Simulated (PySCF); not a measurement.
# C2H10OSi4: the cost of one run

The runs use PySCF 2.14.0, with density-fitted response routines of our own; the level of theory stands in each step. All values are computed, except where a source is named. Atoms are numbered from 0 throughout.

### Step 1. The molecule as given

17 atoms, charge 0, multiplicity 1; geometry from: GFN2-xTB.

Bonds of the start (Å): C0–C1 1.20, C1–Si2 1.86, Si2–O3 1.64, Si2–Si4 2.32, Si4–Si5 2.33, Si4–Si6 2.33, C0–H7 1.05, Si2–H8 1.47, O3–H9 0.95, Si4–H10 1.49, Si5–H11 1.47, Si5–H12 1.47, Si5–H13 1.47, Si6–H14 1.47, Si6–H15 1.47, Si6–H16 1.46.

### Step 2. TDDFT and polarisability: wB97X-D/def2-SVPD

What the job is given:

```
{"job": {"kind": "uv", "xc": "wB97X-D", "basis": "def2-SVPD", "nstates": 8, "ntriplets": 3}, "charge": 0, "multiplicity": 1}
C      3.492004     1.356302    -0.596859
C      2.678500     0.472392    -0.540920
Si     1.361008    -0.837649    -0.439619
O      1.319929    -1.449821     1.079012
Si    -0.802772    -0.014456    -0.560724
Si    -1.055576     1.985227     0.608036
Si    -2.407992    -1.620386    -0.036408
H      4.213273     2.121373    -0.649801
H      1.853664    -1.880207    -1.356921
H      2.095522    -1.805565     1.503074
H     -0.981682     0.317734    -2.000519
H     -2.249088     2.730115     0.192690
H      0.075192     2.904229     0.449284
H     -1.203019     1.753012     2.048558
H     -3.625792    -1.024298     0.526620
H     -2.845448    -2.412572    -1.191060
H     -1.924721    -2.583398     0.955649
```

Level: TDDFT wB97X-D/def2-SVPD, vertical, gas phase, core orbitals frozen in the response.

The run is started by

```bash
OMP_NUM_THREADS=1 python probes_run.py task.json out
```

This one command runs all jobs of the session in turn.

Q: Estimate the wall time and peak memory of this job on 1 thread of Arm Neoverse N1, shared host.

About 1.9 min, with a peak of 1.1 GiB.
